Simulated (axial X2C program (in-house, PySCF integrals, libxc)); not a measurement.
**FCuF: bond lengths and stretches, held linear**

An exercise on one series of results from a longer session: the logs are not shown, and one member is left open.

Program: an in-house X2C program for linear molecules on PySCF integrals. Level of theory: all-electron X2C, two-component (2c) or spin-free, F dyall-av3z, Cu dyall-v3z. These are calculated values, not measurements.

All values are calculated.

2 further runs of the same task are left out: 2 set aside as unsound or not needed.

The first run:

File task.json:

```json
{
 "zs": [
  9,
  29,
  9
 ],
 "q": 0,
 "bas": [
  "dyall-av3z",
  "dyall-v3z",
  "dyall-av3z"
 ],
 "r0": [
  1.76,
  1.76
 ],
 "symm": 1,
 "scan": [
  "PBE0",
  "HF",
  "r2SCAN"
 ],
 "levels": [
  "PBE0",
  "HF",
  "B3LYP"
 ],
 "nst": 2
}
```

Keys: zs atomic numbers; q charge; bas basis sets; r0 starting distance in Å; symm equal bonds; scan levels of the two-bond scan (MP2 follows by itself at each HF point); levels methods; nst determinants followed.

The run is started by

```
$ python solin.py task.json out
```

Masses F 18.998, Cu 62.930, F 18.998 u.

Among the steps run: Scan at PBE0, 2c; Scan at HF, 2c; Scan at MP2, 2c.

One of the session's tables, all rows but one given; the rest of the session is left out.

| level | r(F–Cu) (Å) | r(Cu–F) (Å) | lower stretch (cm⁻¹) | upper stretch (cm⁻¹) |
| --- | --- | --- | --- | --- |
| PBE0, 2c | 1.717 | 1.717 | 631.2 | 773.4 |
| HF, 2c | ? | ? | ? | ? |
| MP2, 2c | 1.718 | 1.718 | 633.3 | 778.6 |
| PBE0, spin-free | 1.717 | 1.717 | 631.5 | 773.4 |
| HF, spin-free | 1.733 | 1.733 | 644.5 | 791.2 |
| r2SCAN, spin-free | 1.714 | 1.714 | 629.1 | 778.0 |
| MP2, spin-free | 1.717 | 1.717 | 634.5 | 778.2 |

Estimate the missing values for HF, 2c.

The run gave: r(F–Cu) (Å): 1.733; r(Cu–F) (Å): 1.733; lower stretch (cm⁻¹): 643.4; upper stretch (cm⁻¹): 790.9.

Scans not shown above were run alike.

MP2 freezes inner shells (threshold -2 hartree). The molecule was held linear; bending was not examined, so a bent shape may lie lower.
